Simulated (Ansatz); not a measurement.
CsYbF3 and its elements, a formation energy from the elements

With Ansatz 0.2.0 through its Python package.

Input file `csybf3_csybf3.vasp`:
```text
CsYbF3
1.0
   4.50878800    0.00000000    0.00000000
   0.00000000    4.50878800    0.00000000
   0.00000000    0.00000000    4.50878800
Cs Yb F
1 1 3
Direct
   0.00000000    0.00000000    0.00000000
   0.50000000    0.50000000    0.50000000
   0.00000000    0.50000000    0.50000000
   0.50000000    0.50000000    0.00000000
   0.50000000    0.00000000    0.50000000
```

`csybf3_cs.cif`
```cif
data_Cs
_cell_length_a 5.254176
_cell_length_b 5.254176
_cell_length_c 5.254176
_cell_angle_alpha 109.47122
_cell_angle_beta 109.47122
_cell_angle_gamma 109.47122
_symmetry_space_group_name_H-M 'P 1'
_symmetry_Int_Tables_number 1
loop_
_symmetry_equiv_pos_as_xyz
'x, y, z'
loop_
_atom_site_label
_atom_site_type_symbol
_atom_site_fract_x
_atom_site_fract_y
_atom_site_fract_z
Cs1 Cs    0.000000    0.000000    0.000000
```

`csybf3_yb.cif`
```cif
data_Yb
_cell_length_a 3.879329
_cell_length_b 3.879329
_cell_length_c 3.879329
_cell_angle_alpha 60.00000
_cell_angle_beta 60.00000
_cell_angle_gamma 60.00000
_symmetry_space_group_name_H-M 'P 1'
_symmetry_Int_Tables_number 1
loop_
_symmetry_equiv_pos_as_xyz
'x, y, z'
loop_
_atom_site_label
_atom_site_type_symbol
_atom_site_fract_x
_atom_site_fract_y
_atom_site_fract_z
Yb1 Yb    0.000000    0.000000    0.000000
```

The script reads `csybf3_f2.vasp`:
```text
F
1.0
   9.00000000    0.00000000    0.00000000
   0.00000000    9.50000000    0.00000000
   0.00000000    0.00000000   10.00000000
F
2
Direct
   0.50000000    0.50000000    0.42900000
   0.50000000    0.50000000    0.57100000
```

Notebook, run cell by cell (the value of a cell's last expression is shown):

```python
from collections import Counter
from dataclasses import dataclass
import warnings

import ansatz as az
from ase.io import read
import numpy as np
```

```python
@dataclass
class Options:
    scf_tol: float = 1e-09
    cutoff_ev: int = 520
    k_spacing: float = 0.3
    smearing: str = "gaussian"
    sigma: float = 0.05
```

```python
opts = Options()
```

```python
GASES = {"F2"}
```

```python
def compute(name, crystal):
    calc = (
        crystal.calculation()
        .functional(az.Functional.PBESOL)
        .scf(tolerance=opts.scf_tol)
        .basis(opts.cutoff_ev)
        .kpoints(spacing=opts.k_spacing)
        .occupations(opts.smearing, width=opts.sigma)  # fractional filling near the Fermi level
        .stress()
    )
    if name in GASES:
        return calc.kpoints(1, 1, 1).relax(force_tolerance=0.01).run()
    calc = calc.relax(force_tolerance=0.01, cell=True)
    return calc.run()


def counts(outcome):
    return Counter(site.symbol for site in outcome.lattice.sites)
```

```python
def formation_energy(outcome, mu):
    n = counts(outcome)
    return (outcome.report["energy_sigma0_ev"] - sum(k * mu[element] for element, k in n.items())) / sum(n.values())
```

```python
def volume_per_atom(outcome):
    return abs(np.linalg.det(outcome.lattice.cell_ang)) / len(outcome.lattice.sites)

warnings.simplefilter("ignore", az.DeckWarning)
```

```python
phases = {}
atoms = read("csybf3_csybf3.vasp", format="vasp")
csybf3 = az.Crystal.from_ase(atoms)
phases["CsYbF3"] = csybf3
atoms = read("csybf3_cs.cif")
cs = az.Crystal.from_ase(atoms)
phases["Cs"] = cs
atoms = read("csybf3_yb.cif")
yb = az.Crystal.from_ase(atoms)
phases["Yb"] = yb
atoms = read("csybf3_f2.vasp", format="vasp")
f2 = az.Crystal.from_ase(atoms)
phases["F2"] = f2

done = {name: compute(name, crystal) for name, crystal in phases.items()}
```

```python
# energy of one atom in its reference phase
references = {"Cs": "Cs", "Yb": "Yb", "F": "F2"}
mu = {element: done[name].report["energy_sigma0_ev"] / len(done[name].lattice.sites) for element, name in references.items()}
```

```python
target = done["CsYbF3"]
heat = formation_energy(target, mu)
n = counts(target)
print("cell content:", dict(n), " volume", round(volume_per_atom(target), 3), "A^3/atom")
print("formation energy", round(heat, 4), "eV/atom,", round(heat * sum(n.values()), 4), "eV per cell")
print("bound against the elements" if heat < 0 else "unbound against the elements")
# no correction for the overbinding of the gas molecule is applied
```

    cell content: {<Element.CS: 'Cs'>: 1, <Element.YB: 'Yb'>: 1, <Element.F: 'F'>: 3}  volume 19.091 A^3/atom
    formation energy -3.3084 eV/atom, -16.5422 eV per cell
    bound against the elements

Notes:
- These settings explore the input space; cutoff and mesh may be short of convergence.
- Semilocal functionals put the nearly full 4f shell of Yb too close to the Fermi level.
- For the metals among these phases the mesh is modest: differences between phases can be off by up to 40 meV an atom.
- The program warned that this SCF threshold is loose for forces or stresses.
- The cells come from databases of deposited and of computed structures, and not all need be stable phases.
- The compound is the structure given, not necessarily its lowest; energies are at zero temperature, with no correction for gases. A semilocal functional's error on such energies is often 0.05 to 0.1 eV an atom, and 0.1 to 0.3 eV against gases such as O2 or F2.
- The script silences the warnings on its input, which a real study should read.
- Finished in 38 s on 1 thread of Arm Neoverse V1 (shared host), peak memory 0.79 GiB.
